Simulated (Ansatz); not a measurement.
# CH9BN2: the cost of one run

Program: Ansatz 0.2.0. Level of theory: RKS PBE0-D4/def2-SVP. These are calculated values, not measurements.

## Step 1: Starting point

Bond lengths: N2–H3 1.060 Å, N2–H4 1.060 Å, B1–H5 1.190 Å, B1–H6 1.190 Å, B1–N7 1.850 Å, N7–H8 1.060 Å, N7–C9 1.470 Å, C9–H10 1.110 Å, C9–H11 1.110 Å, C9–H12 1.110 Å, N2–H13 1.174 Å, N7–H13 1.198 Å. Angles (14 of 19 angles, heavy atoms first): B1–N7–C9 120.0°, H5–B1–N7 105.4°, H6–B1–N7 92.8°, B1–N7–H8 120.0°, B1–N7–H13 77.3°, H8–N7–C9 120.0°, C9–N7–H13 79.1°, N7–C9–H10 109.5°, N7–C9–H11 109.5°, N7–C9–H12 109.5°, N2–H13–N7 135.4°, H3–N2–H4 120.0°, H3–N2–H13 105.3°, H4–N2–H13 89.1°.

Coordinates:

```xyz
13

B     0.0000    0.0000    0.0000
N     0.0000    0.0000    1.9000
H    -0.8770   -0.2713    2.4300
H     0.8770    0.2713    2.4300
H     1.0305    0.0000   -0.5950
H    -1.0305    0.0000   -0.5950
N    -0.2314    1.7403    0.5833
H    -1.1621    2.2275    0.4417
C     0.8754    2.4476    1.2434
H     1.7017    1.7348    1.4467
H     1.2427    3.2600    0.5822
H     0.5189    2.8827    2.2003
H    -0.1499    1.1277    1.6091
```

## Step 2: Pulling towards end A

Springs on the bonds that form and break draw the guess towards this end; the thresholds are loose.

input.yaml

```yaml
crystal:
  periodic: [false, false, false]
  atoms:
    - { symbol: B, position_ang: [0.0, 0.0, 0.0] }
    - { symbol: "N", position_ang: [0.0, 0.0, 1.9] }
    - { symbol: H, position_ang: [-0.877, -0.2713, 2.43] }
    - { symbol: H, position_ang: [0.877, 0.2713, 2.43] }
    - { symbol: H, position_ang: [1.0305, 0.0, -0.595] }
    - { symbol: H, position_ang: [-1.0305, 0.0, -0.595] }
    - { symbol: "N", position_ang: [-0.2314, 1.7403, 0.5833] }
    - { symbol: H, position_ang: [-1.1621, 2.2275, 0.4417] }
    - { symbol: C, position_ang: [0.8754, 2.4476, 1.2434] }
    - { symbol: H, position_ang: [1.7017, 1.7348, 1.4467] }
    - { symbol: H, position_ang: [1.2427, 3.26, 0.5822] }
    - { symbol: H, position_ang: [0.5189, 2.8827, 2.2003] }
    - { symbol: H, position_ang: [-0.1499, 1.1277, 1.6091] }
basis:
  gaussian: { orbitals: def2-SVP }
hamiltonian:
  xc: pbe0
  dispersion: d4
relax:
  f_tol: 0.15
  max_steps: 25
  restrain:
    - { distance: [0, 6], at: 2.75, k: 30.0 }
    - { distance: [12, 1], at: 2.26, k: 30.0 }
    - { distance: [0, 1], at: 1.55, k: 30.0 }
    - { distance: [12, 6], at: 1.06, k: 30.0 }
```

Run with:

```sh
ansatz run input.yaml --threads 2 --pin off --max-ram 3072MiB --backend cpu --events-out ev --progress --plain --runs-dir out
```

**Question.** How long does this run take on 2 threads of Intel Xeon at 2.50GHz (Skylake/Cascade Lake), shared host, and how much memory does it need?

About 59 s, with a peak of 0.21 GiB.
